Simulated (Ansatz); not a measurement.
# BClH4O2: the cost of one run

Program: Ansatz 0.2.0, Gaussian basis. Level of theory: PBE0-D4/def2-SVP. These are calculated values, not measurements.

23 further runs of the same task are left out: 1 that didn't finish, 22 set aside as unsound or not needed.

**1. Where the work starts**

The first end: 8 atoms, charge 0, spin multiplicity 1.

Atoms are counted from 1 here; the program's logs count them from 0.

Bond lengths: B1–Cl2 1.771 Å, B1–O3 1.349 Å, B1–O4 1.357 Å, O3–H7 0.962 Å, O4–H8 0.960 Å, H5–H6 0.747 Å. Angles: Cl2–B1–O3 118.0°, Cl2–B1–O4 120.9°, O3–B1–O4 121.1°, B1–O3–H7 112.0°, B1–O4–H8 113.5°.

Geometry (Å):

```
B     0.2428    0.7639    0.1500
Cl    1.4592    0.4647    1.4023
O     0.6731    0.9987   -1.1063
O    -1.0804    0.7611    0.4489
H     0.3747   -2.3411   -0.1879
H    -0.3500   -2.3742   -0.3646
H    -0.0560    1.1474   -1.7157
H    -1.2634    0.5795    1.3732
```

The second end:

```mol
BClH4O2
  3D, bonds by distance, orders not assigned

  8  6  0  0  0  0  0  0  0  0999 V2000
   -0.7890    0.0128    0.0312 B   0  0
    3.0802   -1.2704    0.6491 Cl  0  0
    0.5077    0.3358   -0.2353 O   0  0
   -1.7663    0.8285   -0.4371 O   0  0
    2.0222   -0.6130    0.2876 H   0  0
   -1.0030   -0.9765    0.6662 H   0  0
    0.6000    1.1445   -0.7505 H   0  0
   -2.6518    0.5384   -0.2113 H   0  0
  1  3  8  0
  1  4  8  0
  1  6  8  0
  2  5  8  0
  3  7  8  0
  4  8  8  0
M  END
```

**2. The band at PBE0-D4/def2-SVP**

neb/in.yaml reads:

```yaml
crystal:
  periodic: [false, false, false]
  atoms:
    - {symbol: B, position_ang: [0.242782, 0.763871, 0.150039]}
    - {symbol: Cl, position_ang: [1.459231, 0.464696, 1.402306]}
    - {symbol: O, position_ang: [0.673054, 0.998675, -1.106296]}
    - {symbol: O, position_ang: [-1.080417, 0.761150, 0.448893]}
    - {symbol: H, position_ang: [0.374694, -2.341081, -0.187919]}
    - {symbol: H, position_ang: [-0.349993, -2.374221, -0.364578]}
    - {symbol: H, position_ang: [-0.055995, 1.147409, -1.715726]}
    - {symbol: H, position_ang: [-1.263357, 0.579501, 1.373178]}
basis:
  gaussian: {orbitals: def2-SVP}
hamiltonian: {xc: pbe0, dispersion: d4}
neb:
  images: 5
  climbing: true
  max_iterations: 40
  initial_path: idpp
  final_atoms:
    - {symbol: B, position_ang: [-0.789032, 0.012755, 0.031177]}
    - {symbol: Cl, position_ang: [3.080236, -1.270412, 0.649134]}
    - {symbol: O, position_ang: [0.507728, 0.335811, -0.235335]}
    - {symbol: O, position_ang: [-1.766299, 0.828478, -0.437069]}
    - {symbol: H, position_ang: [2.022178, -0.612995, 0.287605]}
    - {symbol: H, position_ang: [-1.003023, -0.976545, 0.666162]}
    - {symbol: H, position_ang: [0.599969, 1.144493, -0.750506]}
    - {symbol: H, position_ang: [-2.651755, 0.538416, -0.211268]}
```

Command:

```console
> ansatz run in.yaml --threads 2 --pin off --events-out ev --progress --plain --max-ram 4352MiB
```

**Question.** How long does this run take on 2 threads of Arm Neoverse V2, shared host?

About 2.7 min.
